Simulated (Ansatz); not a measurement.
# KNaBi2O6: the cost of one run

Program: Ansatz 0.2.0. Level of theory: DFT PBE, scalar-relativistic, plane waves, PAW. These are calculated values, not measurements.

## (1) The starting structure

Symmetry: Cmmm, No. 65, orthorhombic system. The conventional cell has a = 8.282 Å, b = 8.355 Å, c = 4.289 Å, α = 90.00°, β = 90.00°, γ = 90.00°. Around K (site symmetry mmm) lie 8 O at 2.65 to 2.94 Å. Na (site symmetry mmm) has 8 O at 2.60 to 2.94 Å as nearest neighbours. Bi (site symmetry 2/m) is surrounded by 6 O at 2.14 to 2.17 Å. O (site symmetry 2/m) is surrounded by 2 Bi at 2.14 Å and 2 K at 2.94 Å and 2 Na at 2.94 Å. O (site symmetry m2m) is surrounded by 2 Bi at 2.14 Å and 2 K at 2.65 Å. Around O (site symmetry 2mm) lie 2 Bi at 2.17 Å and 2 Na at 2.60 Å.

Structure file:

```cif
data_structure
_symmetry_space_group_name_H-M 'Cmmm'
_symmetry_Int_Tables_number 65
_cell_length_a 8.2819
_cell_length_b 8.3545
_cell_length_c 4.2889
_cell_angle_alpha 90.000
_cell_angle_beta 90.000
_cell_angle_gamma 90.000
_cell_volume 296.75
loop_
_atom_site_label
_atom_site_type_symbol
_atom_site_symmetry_multiplicity
_atom_site_Wyckoff_symbol
_atom_site_fract_x
_atom_site_fract_y
_atom_site_fract_z
_atom_site_occupancy
K1 K 2 c 0.50000 0.00000 0.50000 1
Na1 Na 2 d 0.00000 0.00000 0.50000 1
Bi1 Bi 4 e 0.25000 0.25000 0.00000 1
O1 O 4 f 0.25000 0.25000 0.50000 1
O2 O 4 i 0.50000 0.18633 0.00000 1
O3 O 4 g 0.82165 0.00000 0.00000 1
```

This is candidate A: structure listed in a database for this formula (Cmmm, No. 65).

(A quick probe on a coarse mesh, which set the mesh and smearing, is not shown.)

## (3) Relaxing cell and atoms (candidate A)

Input file input.yaml:

```yaml
crystal:
  lattice:
    - [4.14096191, -4.17725637, 0.0]
    - [4.14096191, 4.17725637, 0.0]
    - [0.0, 0.0, 4.28888212]
  atoms:
    - { symbol: K, position: [0.5, 0.5, 0.5] }
    - { symbol: Na, position: [0.0, 0.0, 0.5] }
    - { symbol: Bi, position: [0.0, 0.5, 0.0] }
    - { symbol: Bi, position: [0.5, 0.0, 0.0] }
    - { symbol: O, position: [0.0, 0.5, 0.5] }
    - { symbol: O, position: [0.5, 0.0, 0.5] }
    - { symbol: O, position: [0.31366603, 0.68633397, 0.0] }
    - { symbol: O, position: [0.68633397, 0.31366603, 0.0] }
    - { symbol: O, position: [0.82164682, 0.82164682, 0.0] }
    - { symbol: O, position: [0.17835318, 0.17835318, 0.0] }
basis:
  ecutwfc: 420
kpoints:
  mp_grid: { grid: [6, 6, 10] }
hamiltonian:
  xc: pbe
scf:
  occupations: { method: gaussian, width: 0.1 }
output:
  forces: true
  stress: true
  eigenvalues: true
relax:
  adjacent_minimum: "off"
  f_tol: 0.01
  max_steps: 80
  cell: { stress_tol: 0.05 }
```

On the command line:

```bash
$ ansatz run input.yaml --threads 1 --pin off --max-ram 2560MiB --backend cpu --events-out ev --progress --plain --runs-dir out
```

**Question.** How long does this run take on 1 thread of Arm Neoverse V1, shared host, and how much memory does it need?

About 3.3 min, with a peak of 0.67 GiB.
